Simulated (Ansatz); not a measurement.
# H11NSi4: the cost of one run

All numbers below are computed with Ansatz 0.2.0 (RKS BHLYP/STO-3G).

## Step 1: Starting point

Bond lengths (14 of 15 bonds, heavy atoms first): Si1–Si2 2.220 Å, Si1–Si6 2.220 Å, Si1–N10 1.819 Å, Si1–Si13 2.218 Å, Si2–H3 1.460 Å, Si2–H4 1.460 Å, Si2–H5 1.460 Å, Si6–H7 1.460 Å, Si6–H8 1.460 Å, Si6–H9 1.460 Å, N10–H11 1.060 Å, N10–H12 1.060 Å, Si13–H14 1.460 Å, Si13–H15 1.460 Å. Angles (14 of 27 angles, heavy atoms first): Si2–Si1–Si6 109.5°, Si2–Si1–N10 109.5°, Si2–Si1–Si13 109.5°, Si6–Si1–N10 109.5°, Si6–Si1–Si13 109.5°, N10–Si1–Si13 109.5°, Si1–Si2–H3 109.5°, Si1–Si2–H4 109.5°, Si1–Si2–H5 109.5°, Si1–Si6–H7 109.5°, Si1–Si6–H8 109.5°, Si1–Si6–H9 109.5°, Si1–N10–H11 120.0°, Si1–N10–H12 120.0°.

Structure file:

```xyz
16

Si    0.0000    0.0000    0.0000
Si    0.0000    0.0000    2.2200
H    -1.3148   -0.4067    2.7074
H     1.0096   -0.9353    2.7074
H     0.3052    1.3420    2.7074
Si    2.0935    0.0000   -0.7393
H     2.5508   -1.3762   -0.9079
H     2.1573    0.6939   -2.0222
H     2.9510    0.6823    0.2255
N    -0.8572    1.4851   -0.6061
H    -1.8773    1.4300   -0.8888
H    -0.3367    2.4058   -0.6766
Si   -1.0456   -1.8115   -0.7393
H    -1.7029   -2.4846    0.3772
H    -2.0454   -1.4265   -1.7311
H    -0.0777   -2.7173   -1.3511
```

## Step 2: Relaxing the start

File input.yaml:

```yaml
crystal:
  periodic: [false, false, false]
  atoms:
    - { symbol: Si, position_ang: [0.0, 0.0, 0.0] }
    - { symbol: Si, position_ang: [0.0, 0.0, 2.22] }
    - { symbol: H, position_ang: [-1.3148, -0.4067, 2.7074] }
    - { symbol: H, position_ang: [1.0096, -0.9353, 2.7074] }
    - { symbol: H, position_ang: [0.3052, 1.342, 2.7074] }
    - { symbol: Si, position_ang: [2.0935, 0.0, -0.7393] }
    - { symbol: H, position_ang: [2.5508, -1.3762, -0.9079] }
    - { symbol: H, position_ang: [2.1573, 0.6939, -2.0222] }
    - { symbol: H, position_ang: [2.951, 0.6823, 0.2255] }
    - { symbol: "N", position_ang: [-0.8572, 1.4851, -0.6061] }
    - { symbol: H, position_ang: [-1.8773, 1.43, -0.8888] }
    - { symbol: H, position_ang: [-0.3367, 2.4058, -0.6766] }
    - { symbol: Si, position_ang: [-1.0456, -1.8115, -0.7393] }
    - { symbol: H, position_ang: [-1.7029, -2.4846, 0.3772] }
    - { symbol: H, position_ang: [-2.0454, -1.4265, -1.7311] }
    - { symbol: H, position_ang: [-0.0777, -2.7173, -1.3511] }
basis:
  gaussian: { orbitals: STO-3G }
hamiltonian:
  xc: { name: BHLYP }
relax:
  f_tol: 0.02
  max_steps: 40
```

The run is started by

```console
ansatz run input.yaml --threads 1 --pin off --max-ram 2048MiB --backend cpu --events-out ev --progress --plain --runs-dir out
```

Q: Estimate wall time and peak memory on 1 thread of Intel Xeon Platinum 8488C (Sapphire Rapids), shared host.

About 1.9 min, with a peak of 0.16 GiB.
